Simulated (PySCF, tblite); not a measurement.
# C₅H₉FO₂: geometry, infrared bands and NMR shifts

Wanted: the infrared bands and NMR shifts of C₅H₉FO₂ (`COC[C@H](C)C(=O)F`), by calculation.

Programs: tblite 0.8.0 and PySCF 2.14.0, with density-fitted response routines of our own. Each step states its level of theory. These are calculated values for one molecule in the gas phase, unless marked as measured. Atoms count from 0, in the outputs and in this text.

### 1 Starting geometry

17 atoms, charge 0, multiplicity 1; geometry from: force field or distance geometry start.

Bonds of the start (Å): C0–O1 1.40, O1–C2 1.39, C2–C3 1.51, C3–C4 1.52, C3–C5 1.46, C5–O6 1.23, C5–F7 1.37, C0–H8 1.12, C0–H9 1.12, C0–H10 1.09, C2–H11 1.11, C2–H12 1.10, C3–H13 1.12, C4–H14 1.10, C4–H15 1.11, C4–H16 1.09.

### 2 Optimising the geometry with GFN2-xTB

Job settings and geometry (Å):

```
{"job": {"kind": "relax", "xc": "GFN2-xTB", "basis": "xTB"}, "charge": 0, "multiplicity": 1}
C      2.568700     0.649400     0.126400
O      1.309700     0.675000     0.727000
C      0.489400    -0.241900     0.089400
C     -0.882100    -0.224800     0.727700
C     -1.811600    -1.218000     0.051200
C     -1.388000     1.148100     0.745200
O     -0.772600     2.117400     0.292900
F     -2.610800     1.404300     1.301000
H      3.205400     1.384700     0.671800
H      2.968900    -0.382200     0.270400
H      2.448500     0.835100    -0.942700
H      0.335800     0.096100    -0.960500
H      0.854400    -1.274500     0.151800
H     -0.757200    -0.609900     1.775700
H     -1.196500    -2.098900    -0.203300
H     -2.137200    -0.764200    -0.906900
H     -2.632000    -1.483700     0.722400
```

The run is started by

```sh
> OMP_NUM_THREADS=1 python probes_run.py task.json out
```

This one command runs all jobs of the session in turn.

**Question.** This job is followed by: GFN2-xTB harmonic vibrations, gas phase; GIAO PBE0/pcSseg-1 NMR shielding, non-relativistic, gas phase. Predict these results of the whole session: strongest single infrared mode (GFN2-xTB); zero-point energy (GFN2-xTB); 13C shifts against TMS (PBE0/pcSseg-1); 1H shifts against TMS (PBE0/pcSseg-1, means over atoms taken as alike); 17O shifts against H2O (PBE0/pcSseg-1); 19F shifts against CFCl3 (PBE0/pcSseg-1); surface potential, 1st and 99th percentile.

As calculated:

```
                                                              quantity                              value
                             strongest single infrared mode (GFN2-xTB)              1878 cm⁻¹, 386 km/mol
                                          zero-point energy (GFN2-xTB)                      84.6 kcal/mol
                                13C shifts against TMS (PBE0/pcSseg-1)  175.6, 78.8, 61.5, 43.4, 16.1 ppm
1H shifts against TMS (PBE0/pcSseg-1, means over atoms taken as alike)   3.73, 3.54, 3.31, 2.78, 1.25 ppm
                                17O shifts against H2O (PBE0/pcSseg-1)                    436.2, 27.2 ppm
                              19F shifts against CFCl3 (PBE0/pcSseg-1)                           53.3 ppm
                                 surface potential, 1st and 99th percentile                 -1.46 V and 1.01 V
```

**Reading.** The optimisation took 74 steps and gained 0.575 eV; among the close pairs (by a distance rule), C5–O6 changed most, from 1.234 to 1.178 Å. All 45 modes are real, so the xTB geometry is a minimum. The strongest single mode, at 1878 cm⁻¹, moves mainly C5 and O6. Unscaled tight-binding wavenumbers are off by several per cent, some by more. Its intensities can rank the bands wrongly. At PBE0/pcSseg-1: The largest span, 638 ppm, is at O6, where the paramagnetic term is -504 ppm.
